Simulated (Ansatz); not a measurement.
Task: a search for lower mean-field states of GeH5Si, SMILES [SiH2][GeH3], with Ansatz's Python interface. Give the script and its output. Settings (for the species named): Hartree-Fock, def2-TZVP basis, multiplicity 2.

```yaml
atoms:
  - { symbol: Si, position_ang: [-0.0382, -1.4529, -0.1868] }
  - { symbol: Ge, position_ang: [0.2724, 0.8722, -0.1066] }
  - { symbol: H, position_ang: [0.1347, -1.9954, 1.1106] }
  - { symbol: H, position_ang: [-1.4063, -1.6546, -0.5939] }
  - { symbol: H, position_ang: [0.0089, 1.4904, -1.5172] }
  - { symbol: H, position_ang: [-0.6818, 1.5224, 0.9354] }
  - { symbol: H, position_ang: [1.7714, 1.1500, 0.3128] }
```

`geh5si_states.py`
```python
# -*- coding: utf-8 -*-
"""Restricted and unrestricted solutions of GeH5Si, stretched and not."""

import ansatz as az
import numpy as np


def main():
    geometry_ang = [
        ("Si", [-0.0382, -1.4529, -0.1868]),
        ("Ge", [0.2724, 0.8722, -0.1066]),
        ("H", [0.1347, -1.9954, 1.1106]),
        ("H", [-1.4063, -1.6546, -0.5939]),
        ("H", [0.0089, 1.4904, -1.5172]),
        ("H", [-0.6818, 1.5224, 0.9354]),
        ("H", [1.7714, 1.15, 0.3128]),
    ]
    geometry = az.Crystal.molecule()
    for symbol, xyz in geometry_ang:
        geometry = geometry.atom(symbol, xyz)
    symbols = [site.symbol for site in geometry.cartesian_sites]

    start = np.array([site.position_ang for site in geometry.cartesian_sites])
    for factor in [1.0, 1.25, 1.6]:
        xyz = (start - start.mean(axis=0)) * factor
        scaled = az.Crystal.molecule()
        for symbol, place in zip(symbols, xyz):
            scaled = scaled.atom(symbol, place.tolist())
        job = scaled.calculation().basis(gaussian="def2-TZVP").functional("HF").spin("collinear", total=1)
        for search in ("off", "standard"):
            try:
                summary = job.scf(lower_state_search=search).run(threads=1).report
            except az.AnsatzError as error:
                print(f"x{factor} search {search}: {type(error).__name__}")
                continue
            state = summary["mean_field"]["state"]
            print(f"all distances x{factor}, search {search:8s} E = {summary['free_energy_ev']:.5f} eV  <S^2> = {abs(state['spin_squared']):.3f}  other states met: {len(summary['mean_field']['others'])}")


if __name__ == "__main__":
    main()
```

```console
$ python geh5si_states.py
all distances x1.0, search off      E = -64413.94579 eV  <S^2> = 0.758  other states met: 0
all distances x1.0, search standard E = -64413.94579 eV  <S^2> = 0.758  other states met: 0
all distances x1.25, search off      E = -64409.24487 eV  <S^2> = 0.812  other states met: 0
all distances x1.25, search standard E = -64409.24487 eV  <S^2> = 0.812  other states met: 0
all distances x1.6, search off      E = -64402.38548 eV  <S^2> = 3.081  other states met: 0
all distances x1.6, search standard E = -64402.38548 eV  <S^2> = 3.081  other states met: 7
```

Notes:
- Total energies depend on the basis set; only differences at equal settings carry meaning.
- The count of other states can hold repeated and symmetry-equivalent ends of the search; scaling all distances is a test, and for more than two atoms no physical path.
- The geometry comes from a force field and isn't relaxed at this level.
- The species is open-shell (spin multiplicity 2).
- The expectation value of S² is noticeably off S(S+1) in at least one run, so that state is spin-contaminated.
- Finished in 56 s on 1 thread of Arm Neoverse V1, on a shared host, peak memory 0.45 GiB.

(A comment or docstring line of the script was reworded after the run, the code is as it ran; lines on the test bed's own set-up are left out of the output.)
